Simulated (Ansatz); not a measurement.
# AlClF2H3P: the cost of one run

All numbers below are computed with Ansatz 0.2.0 (RHF/6-31G*).

1 further run of the same task is left out (it didn't finish).

## 1. The system as given

Bond lengths: Al1–Cl2 2.580 Å, Al1–F3 1.690 Å, Al1–F4 1.690 Å, Al1–P5 2.580 Å, P5–H6 1.420 Å, P5–H7 1.420 Å, Cl2–H8 1.544 Å, P5–H8 1.607 Å. Angles: Al1–Cl2–H8 71.1°, Cl2–Al1–F3 120.0°, Cl2–Al1–F4 120.0°, Cl2–Al1–P5 71.6°, F3–Al1–F4 120.0°, F3–Al1–P5 97.0°, F4–Al1–P5 101.2°, Al1–P5–H6 109.5°, Al1–P5–H7 109.5°, Al1–P5–H8 70.5°, H6–P5–H7 109.4°, H6–P5–H8 145.3°, H7–P5–H8 102.6°, Cl2–H8–P5 146.8°.

Structure file:

```xyz
8

Al    0.0000    0.0000    0.0000
Cl    0.0000    0.0000    2.5800
F     1.4635    0.0000   -0.8450
F    -1.4635    0.0000   -0.8450
P     0.1078   -2.4460    0.8135
H    -0.6605   -3.2680   -0.0528
H     1.4574   -2.8876    0.8103
H     0.0643   -1.4594    2.0809
```

## 2. Pulling towards end A

Springs on the bonds that form and break draw the guess towards this end; the thresholds are loose.

input.yaml

```yaml
crystal:
  periodic: [false, false, false]
  atoms:
    - { symbol: Al, position_ang: [0.0, 0.0, 0.0] }
    - { symbol: Cl, position_ang: [0.0, 0.0, 2.58] }
    - { symbol: F, position_ang: [1.4635, 0.0, -0.845] }
    - { symbol: F, position_ang: [-1.4635, 0.0, -0.845] }
    - { symbol: P, position_ang: [0.1078, -2.446, 0.8135] }
    - { symbol: H, position_ang: [-0.6605, -3.268, -0.0528] }
    - { symbol: H, position_ang: [1.4574, -2.8876, 0.8103] }
    - { symbol: H, position_ang: [0.0643, -1.4594, 2.0809] }
basis:
  gaussian: { orbitals: "6-31G*" }
hamiltonian:
  xc: hf
relax:
  f_tol: 0.15
  max_steps: 25
  restrain:
    - { distance: [0, 4], at: 3.48, k: 30.0 }
    - { distance: [7, 1], at: 2.57, k: 30.0 }
    - { distance: [0, 1], at: 2.23, k: 30.0 }
    - { distance: [7, 4], at: 1.42, k: 30.0 }
output:
  orbitals: {}
```

On the command line:

```bash
$ ansatz run input.yaml --threads 1 --pin off --max-ram 2048MiB --backend cpu --events-out ev --progress --plain --runs-dir out
```

What time and memory should one allow on 1 thread of Arm Neoverse V2, shared host?

About 25 s, with a peak of 0.18 GiB.
